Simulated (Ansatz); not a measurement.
# AlH₃O₂ + HF: a complex and its separated parts

The complex below is one end of an elementary step. How strongly is it bound against its free parts?

Computed with Ansatz 0.2.0, Gaussian basis. Level: PBE0-D4/def2-TZVP structures, single points in def2-TZVPP, no counterpoise correction.

Levels: SPW92, PBE-D4, BLYP-D4, r2SCAN-D4, B97M-V, PBE0-D4, B3LYP-D4, r2SCAN0-D4, BHLYP-D4, CAM-B3LYP-D4, wB97X-V, wB97M-V, B2PLYP, PBE-QIDH, RPA on PBE, Hartree-Fock, MP2, CCSD, CCSD(T).

Cores are frozen in the correlated methods. B3LYP uses VWN-RPA correlation. B2PLYP carries no dispersion term here.

20 further runs of the same task are left out: 20 set aside as unsound or not needed.

## 1. Starting geometry

The complex: 8 atoms, charge 0, spin multiplicity 1.

Atoms are counted from 1 here; the program's logs count them from 0.

Bond lengths: Al1–F2 2.122 Å, Al1–O3 1.698 Å, Al1–O4 1.698 Å, Al1–H6 1.586 Å, F2–H5 0.933 Å, O3–H7 0.954 Å, O4–H8 0.954 Å. Angles: F2–Al1–O3 100.3°, F2–Al1–O4 100.3°, F2–Al1–H6 85.6°, O3–Al1–O4 124.1°, O3–Al1–H6 116.5°, O4–Al1–H6 116.5°, Al1–F2–H5 98.4°, Al1–O3–H7 125.8°, Al1–O4–H8 125.8°.

Coordinates:

```xyz
8
AlFH4O2
Al    0.11797   -0.41901    0.11358
F     0.92270    1.34498   -0.74875
O    -1.04964   -0.82078   -1.05235
O    -0.24883    0.14531    1.67280
H     1.79212    1.04072   -0.89439
H     1.56569   -1.03360   -0.09340
H    -1.98702   -0.65910   -0.98228
H    -1.11299    0.40147    1.98480
```

Its parts: AlH₃O₂ holds atoms 1, 3, 4, 6, 7, 8; HF holds atoms 2, 5. Each part counts its atoms afresh in its own runs.

## 2. Relaxing AlH₃O₂ alone

The input, relax-a/in.yaml:

```yaml
crystal:
  periodic: [false, false, false]
  atoms:
    - {symbol: Al, position_ang: [0.117965, -0.419010, 0.113580]}
    - {symbol: O, position_ang: [-1.049641, -0.820775, -1.052355]}
    - {symbol: O, position_ang: [-0.248831, 0.145309, 1.672799]}
    - {symbol: H, position_ang: [1.565686, -1.033603, -0.093397]}
    - {symbol: H, position_ang: [-1.987016, -0.659099, -0.982281]}
    - {symbol: H, position_ang: [-1.112987, 0.401472, 1.984799]}
basis:
  gaussian: {orbitals: def2-TZVP}
hamiltonian: {xc: pbe0, dispersion: d4}
relax: {f_tol: 0.005, max_steps: 200}
```

The command line of these runs was not kept.

Further steps of the session: Relaxing HF alone; wB97M-V/def2-TZVPP; CCSD(T)/def2-TZVPP; Vibrations of AlH₃O₂; Vibrations of HF.

Before running it: what results should come out? Wanted: complex less parts, CCSD(T)/def2-TZVPP; with zero-point energy; largest T1 diagnostic.

As calculated:

| quantity | value |
| --- | --- |
| complex less parts, CCSD(T)/def2-TZVPP | -33.3 kJ/mol |
| with zero-point energy | -27.6 kJ/mol |
| largest T1 diagnostic | 0.012 |

At CCSD(T) the complex lies 33.3 kJ/mol below its parts. The functionals run from B3LYP-D4, off by +1.2 kJ/mol, to SPW92, off by -21.7 kJ/mol, against CCSD(T). By rung, the mean size of the error is: LDA 21.7, GGA 2.9, meta-GGA 6.4, hybrid 3.1, range-separated hybrid 4.0, double hybrid 2.2 kJ/mol. PBE-D4 gives a relative energy 2.1 kJ/mol too low, inside chemical accuracy (1 kcal/mol, 4.2 kJ/mol). No counterpoise was applied, and triple zeta lacks some correlation, so the CCSD(T) reference has a basis error of its own, and close matches with it are partly luck.
